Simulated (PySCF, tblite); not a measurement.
# C₃H₈ClFSi: geometry, infrared bands and NMR shifts

Aim: predict the infrared bands and NMR shifts of C₃H₈ClFSi (`F[C@@H](C[SiH3])CCl`).

The runs use tblite 0.8.0 and PySCF 2.14.0, with density-fitted response routines of our own; the level of theory stands in each step. All values are computed, except where a source is named. Atoms are numbered from 0 throughout.

### Step 1. The starting structure

14 atoms, charge 0, multiplicity 1; geometry from: force field or distance geometry start.

Bonds of the start (Å): F0–C1 1.38, C1–C2 1.53, C2–Si3 1.85, C1–C4 1.51, C4–Cl5 1.78, C1–H6 1.10, C2–H7 1.10, C2–H8 1.10, Si3–H9 1.48, Si3–H10 1.48, Si3–H11 1.50, C4–H12 1.09, C4–H13 1.10.

### Step 2. Relaxing the molecule with GFN2-xTB

Job settings and geometry (Å):

```
{"job": {"kind": "relax", "xc": "GFN2-xTB", "basis": "xTB"}, "charge": 0, "multiplicity": 1}
F      1.067500    -0.982200    -0.970400
C     -0.067900    -0.744700    -0.230800
C     -0.011400     0.700600     0.253700
Si     1.340100     1.084300     1.463800
C     -1.264700    -1.063600    -1.101700
Cl    -2.802100    -1.028700    -0.211800
H     -0.031100    -1.445100     0.619400
H     -0.962900     0.983600     0.727500
H      0.117400     1.357600    -0.616100
H      1.238600     2.489900     1.918100
H      2.675100     0.859400     0.865300
H      1.192200     0.196600     2.663400
H     -1.161000    -2.057800    -1.536900
H     -1.330500    -0.350500    -1.940200
```

Run with:

```console
OMP_NUM_THREADS=1 python probes_run.py task.json out
```

One launch serves the whole session: the jobs run in the order shown.

**Question.** This job is followed by: GFN2-xTB harmonic vibrations, gas phase; GIAO PBE0/pcSseg-1 NMR shielding, non-relativistic, gas phase. What will the session give for the following? strongest single infrared mode (GFN2-xTB); zero-point energy (GFN2-xTB); ¹³C shifts against TMS (PBE0/pcSseg-1); ¹H shifts against TMS (PBE0/pcSseg-1, means over atoms taken as alike); ¹⁹F shifts against CFCl3 (PBE0/pcSseg-1); ²⁹Si shifts against TMS (PBE0/pcSseg-1); ³⁵Cl shifts against HCl (PBE0/pcSseg-1).

As calculated:

| quantity | value |
| --- | --- |
| strongest single infrared mode (GFN2-xTB) | 788 cm⁻¹, 410 km/mol |
| zero-point energy (GFN2-xTB) | 62.1 kcal/mol |
| ¹³C shifts against TMS (PBE0/pcSseg-1) | 96.0, 53.8, 16.4 ppm |
| ¹H shifts against TMS (PBE0/pcSseg-1, means over atoms taken as alike) | 4.57, 3.98, 3.97, 3.31, 1.56, 0.79 ppm |
| ¹⁹F shifts against CFCl3 (PBE0/pcSseg-1) | -198.9 ppm |
| ²⁹Si shifts against TMS (PBE0/pcSseg-1) | -73.9 ppm |
| ³⁵Cl shifts against HCl (PBE0/pcSseg-1) | 58 ppm |

The optimisation took 63 steps and gained 0.097 eV; among the close pairs (by a distance rule), C2–Si3 changed most, from 1.854 to 1.909 Å. All 36 modes are real, so the xTB geometry is a minimum. The strongest single mode, at 788 cm⁻¹, moves mainly H9, H11 and H10. Unscaled tight-binding wavenumbers are off by several per cent, some by more. Its intensities can rank the bands wrongly. C1 (sp3 CH bonded to F) lies farthest downfield among carbon, at 96.0 ppm; pulled downfield by the heteroatom. H6 (hydrogen on an sp3 CH bonded to F) lies farthest downfield among hydrogen, at 4.57 ppm; its carbon carries F, hence the downfield position. At PBE0/pcSseg-1: The widest tensor belongs to Cl5: span 325 ppm, with a paramagnetic part of -254 ppm.
